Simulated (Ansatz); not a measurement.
# Si2Ge: the cost of one run

Program: Ansatz 0.2.0. Level of theory: DFT PBE, scalar-relativistic, plane waves, PAW. These are calculated values, not measurements.

### Step 1. Starting point

Symmetry: P-62m, No. 189, hexagonal system. Conventional cell: a = 4.965 Å, b = 4.965 Å, c = 4.653 Å, α = 90.00°, β = 90.00°, γ = 120.00°. Around Si (site symmetry m2m) lie 8 Si at 2.86 to 2.87 Å and 4 Ge at 2.86 Å. Si (site symmetry -62m) is surrounded by 6 Si at 2.86 Å and 6 Ge at 2.87 Å. Around Ge (site symmetry -6) lie 9 Si at 2.86 to 2.87 Å and 3 Ge at 2.87 Å.

Coordinates:

```cif
data_structure
_symmetry_space_group_name_H-M 'P-62m'
_symmetry_Int_Tables_number 189
_cell_length_a 4.9654
_cell_length_b 4.9654
_cell_length_c 4.6532
_cell_angle_alpha 90.000
_cell_angle_beta 90.000
_cell_angle_gamma 120.000
_cell_volume 99.35
loop_
_atom_site_label
_atom_site_type_symbol
_atom_site_symmetry_multiplicity
_atom_site_Wyckoff_symbol
_atom_site_fract_x
_atom_site_fract_y
_atom_site_fract_z
_atom_site_occupancy
Si1 Si 3 f 0.33333 0.33333 0.00000 1
Si2 Si 1 b 0.00000 0.00000 0.50000 1
Ge1 Ge 2 d 0.66667 0.33333 0.50000 1
```

The start is an ordering of an alloy on its end members' structure types: elements ordered on the sites of the Co type, Si/Ge on Co (P-62m, No. 189).

### Step 2. A first look at the guess

Input file input.yaml:

```yaml
crystal:
  lattice:
    - [4.96535264, 0.0, 0.0]
    - [-2.48267632, 4.30012153, 0.0]
    - [0.0, 0.0, 4.65317718]
  atoms:
    - { symbol: Si, position: [0.33333333, 0.33333333, 0.0] }
    - { symbol: Si, position: [0.0, 0.66666667, 0.0] }
    - { symbol: Si, position: [0.66666667, 0.0, 0.0] }
    - { symbol: Si, position: [0.0, 0.0, 0.5] }
    - { symbol: Ge, position: [0.66666667, 0.33333333, 0.5] }
    - { symbol: Ge, position: [0.33333333, 0.66666667, 0.5] }
basis:
  ecutwfc: 420
kpoints:
  mp_grid: { grid: [6, 6, 4] }
hamiltonian:
  xc: pbe
scf:
  occupations: { method: gaussian, width: 0.1 }
  lower_state_search: "off"
output:
  forces: true
  stress: true
  eigenvalues: true
```

On the command line:

```console
$ ansatz run input.yaml --threads 1 --pin off --max-ram 2560MiB --backend cpu --events-out ev --progress --plain --runs-dir out
```

**Question.** How long does this run take on 1 thread of Arm Neoverse V2, shared host, and how much memory does it need?

About 4.6 s, with a peak of 0.32 GiB.
